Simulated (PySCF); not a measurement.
# C8H13N3: the cost of one run

Computed with PySCF 2.14.0 and routines of our own; the level stands in each step. Atoms count from 0.

## Step 1: The system as given

24 atoms, charge 0, multiplicity 1; geometry from: GFN2-xTB.

## Step 2: Open-shell or spin-flip excitations: collinear spin-flip TDA BHandHLYP/def2-SVP

Job settings and geometry (Å):

```
{"job": {"kind": "uabs", "xc": "BHandHLYP", "basis": "def2-SVP", "nstates": 8, "spin_flip": true, "ref_mult": 3}, "charge": 0, "multiplicity": 1}
C     -2.765410    -1.087858     0.420146
C     -2.142383     0.136191    -0.137791
C     -2.695271     1.284241    -0.667547
N     -1.697210     2.108178    -1.032256
N     -0.578470     1.551615    -0.765180
N     -0.805965     0.356406    -0.225087
C      0.285977    -0.494820     0.175600
C      1.124499     0.182942     1.283554
C      2.559002     0.226551     0.753180
C      2.374440     0.292085    -0.758824
C      1.256322    -0.716877    -0.999573
H     -2.508480    -1.209209     1.472957
H     -3.846022    -1.011818     0.333358
H     -2.434377    -1.975279    -0.119774
H     -3.723562     1.550454    -0.798645
H     -0.147891    -1.437506     0.516645
H      0.755537     1.198201     1.430132
H      1.051389    -0.349651     2.230841
H      3.114068     1.075518     1.146405
H      3.089292    -0.688532     1.023981
H      3.281917     0.049699    -1.308870
H      2.030935     1.285105    -1.048013
H      0.759953    -0.572169    -1.957910
H      1.649975    -1.733703    -0.959772
```

With the program's defaults for keys left out, this is: collinear spin-flip TDA BHandHLYP/def2-SVP, vertical, gas phase, core orbitals frozen in the response.

Launch:

```sh
> OMP_NUM_THREADS=1 python excited_run.py task.json out
```

The driver reads the jobs from task.json and runs them one after another.

**Question.** How long does this first job take on 1 thread of Intel Xeon at 2.50GHz, shared host, and how much memory does it need?

About 4.6 min, with a peak of 0.72 GiB.
